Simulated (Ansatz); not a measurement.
# C7H7O: the cost of one run

Computed with Ansatz 0.2.0 (the levels named in each step, unless a step's input says otherwise).

## Step 1: The starting structure

Bond lengths (14 of 15 bonds, heavy atoms first): C1–C2 1.489 Å, C2–C3 1.404 Å, C3–C4 1.363 Å, C4–C5 1.450 Å, C5–O6 1.237 Å, C5–C7 1.450 Å, C2–C8 1.405 Å, C7–C8 1.363 Å, C1–H9 1.090 Å, C1–H10 1.092 Å, C1–H11 1.086 Å, C3–H12 1.082 Å, C4–H13 1.079 Å, C7–H14 1.079 Å. Angles (14 of 24 angles, heavy atoms first): C1–C2–C3 120.8°, C1–C2–C8 120.6°, C3–C2–C8 118.6°, C2–C3–C4 121.5°, C3–C4–C5 121.5°, C4–C5–O6 122.3°, C4–C5–C7 115.4°, O6–C5–C7 122.3°, C5–C7–C8 121.5°, C2–C8–C7 121.4°, C2–C1–H9 111.0°, C2–C1–H10 109.7°, C2–C1–H11 111.2°, C2–C3–H12 118.6°.

Coordinates:

```xyz
15

C    -2.8598   -0.3080   -0.1448
C    -1.3817   -0.1498   -0.0601
C    -0.5454   -1.2689    0.0741
C     0.8105   -1.1405    0.1399
C     1.4533    0.1572    0.0713
O     2.6821    0.2904    0.1293
C     0.5577    1.2888   -0.0724
C    -0.7943    1.1243   -0.1350
H    -3.1887   -1.1933    0.3988
H    -3.1578   -0.4254   -1.1891
H    -3.3718    0.5671    0.2450
H    -0.9974   -2.2502    0.1268
H     1.4534   -2.0009    0.2465
H     1.0094    2.2676   -0.1264
H    -1.4381    1.9867   -0.2435
```

## Step 2: A rough first relaxation, PBE-D4/def2-SVPD

File input.yaml:

```yaml
crystal:
  periodic: [false, false, false]
  atoms:
    - { symbol: C, position_ang: [-2.85983, -0.30803, -0.14477] }
    - { symbol: C, position_ang: [-1.38171, -0.14978, -0.06008] }
    - { symbol: C, position_ang: [-0.54538, -1.26894, 0.07412] }
    - { symbol: C, position_ang: [0.81045, -1.14053, 0.13989] }
    - { symbol: C, position_ang: [1.45326, 0.15721, 0.07131] }
    - { symbol: O, position_ang: [2.68214, 0.2904, 0.1293] }
    - { symbol: C, position_ang: [0.55775, 1.28875, -0.07239] }
    - { symbol: C, position_ang: [-0.79433, 1.12426, -0.135] }
    - { symbol: H, position_ang: [-3.18871, -1.19326, 0.39884] }
    - { symbol: H, position_ang: [-3.15785, -0.42535, -1.18908] }
    - { symbol: H, position_ang: [-3.37183, 0.56707, 0.24502] }
    - { symbol: H, position_ang: [-0.99737, -2.25019, 0.12675] }
    - { symbol: H, position_ang: [1.45344, -2.00092, 0.24655] }
    - { symbol: H, position_ang: [1.00941, 2.26761, -0.12644] }
    - { symbol: H, position_ang: [-1.4381, 1.98665, -0.24348] }
total_charge: -1
basis:
  gaussian: { orbitals: def2-SVPD }
hamiltonian:
  xc: pbe
  dispersion: d4
relax:
  f_tol: 0.03
  max_steps: 200
```

Run with:

```console
> ansatz run input.yaml --threads 8 --pin off --max-ram 22528MiB --backend cpu --events-out ev --progress --plain --runs-dir out
```

**Question.** How long does this run take on 8 threads of AMD EPYC 7R43 (Zen 3), shared host, and how much memory does it need?

About 22 s, with a peak of 0.34 GiB.
